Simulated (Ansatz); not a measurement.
Run this with the Python package of Ansatz (0.2.0) and show what comes out.

The script, `run_opt.py`:
```python
import itertools

import ansatz as az
from ase.data import atomic_numbers, covalent_radii
import numpy as np

geometry_ang = [
    ('N', (-0.7583, 1.8795, 1.546)),
    ('C', (-0.5639, 1.1384, 0.4384)),
    ('C', (-0.2841, -0.1566, 0.4559)),
    ('Si', (0.1384, -1.21, -0.987)),
    ('S', (2.1436, -1.7485, -0.999)),
    ('H', (-0.4636, 1.5497, 2.4076)),
    ('H', (-0.5041, 2.8992, 1.418)),
    ('H', (-0.6117, 1.7079, -0.5051)),
    ('H', (-0.1743, -0.6652, 1.4574)),
    ('H', (-0.2355, -0.5104, -2.2277)),
    ('H', (-0.7375, -2.4712, -0.8867)),
    ('H', (2.1279, -2.4679, -2.0838)),
]
c2h7nssi = az.Crystal.molecule()
for symbol, xyz in geometry_ang:
    c2h7nssi = c2h7nssi.atom(symbol, xyz)

calculation = c2h7nssi.calculation().basis(gaussian='def2-SVP').functional('b3lyp')
symbols = [site.symbol for site in c2h7nssi.cartesian_sites]
start = np.array([site.position_ang for site in c2h7nssi.cartesian_sites], dtype=float)
def progress(event):
    if event['event'] == 'relax_step':
        row = event['data']
        print(f'step {row["step"]:3d}  E = {row["lagrangian_ev"]:.6f} eV  largest force component {row["allowed_force_max_ev_ang"]:.4f} eV/A')


summary = calculation.relax(force_tolerance=0.01, max_steps=100).session().plan().execute(on_event=progress).report
end = np.array(summary['positions_ang'])

print(f'E = {summary["free_energy_ev"]:.6f} eV = {summary["free_energy_ev"] / 27.211386246:.7f} Ha')
print('converged:', summary['converged'], ' doubts:', summary['published_state_doubts'] or 'none')

radius = [covalent_radii[atomic_numbers[s]] for s in symbols]
span = lambda where, i, j: np.linalg.norm(where[i] - where[j])
bonded = [(i, j) for i, j in itertools.combinations(range(len(symbols)), 2) if min(span(start, i, j), span(end, i, j)) < 1.2 * (radius[i] + radius[j])]
print('pair        before    after (A)')
for i, j in bonded:
    print(f'{symbols[i]}{i}-{symbols[j]}{j}'.ljust(10), f'{span(start, i, j):8.4f} {span(end, i, j):8.4f}')
```

`python run_opt.py` gives:
```text
step   1  E = -22383.616623 eV  largest force component 4.1890 eV/A
step   2  E = -22383.941478 eV  largest force component 1.4799 eV/A
step   3  E = -22383.995433 eV  largest force component 0.4147 eV/A
step   4  E = -22384.020919 eV  largest force component 0.2376 eV/A
step   5  E = -22384.019221 eV  largest force component 0.3661 eV/A
step   6  E = -22384.032157 eV  largest force component 0.0426 eV/A
step   7  E = -22384.033043 eV  largest force component 0.0274 eV/A
step   8  E = -22384.033435 eV  largest force component 0.0103 eV/A
step   9  E = -22384.033522 eV  largest force component 0.0099 eV/A
E = -22384.033794 eV = -822.5980695 Ha
converged: True  doubts: none
pair        before    after (A)
N0-C1        1.3468   1.3673
N0-H5        0.9685   1.0131
N0-H6        1.0587   1.0110
C1-C2        1.3250   1.3571
C1-H7        1.1031   1.0976
C2-Si3       1.8358   1.8414
C2-H8        1.1286   1.0984
Si3-S4       2.0763   2.1795
Si3-H9       1.4726   1.4961
Si3-H10      1.5388   1.4952
S4-H11       1.3018   1.3542
```

Total energies depend on the basis set; only differences at equal settings carry meaning. The end point is the stationary point reached from this start; no frequency run checks that it is a minimum, and the basis set is modest. b3lyp holds the VWN-RPA fit, as in Gaussian; the form of ORCA and Turbomole is b3lyp5. Timing: 53 s on 1 thread of Arm Neoverse V2, with other jobs on the host, peak memory 0.33 GiB.
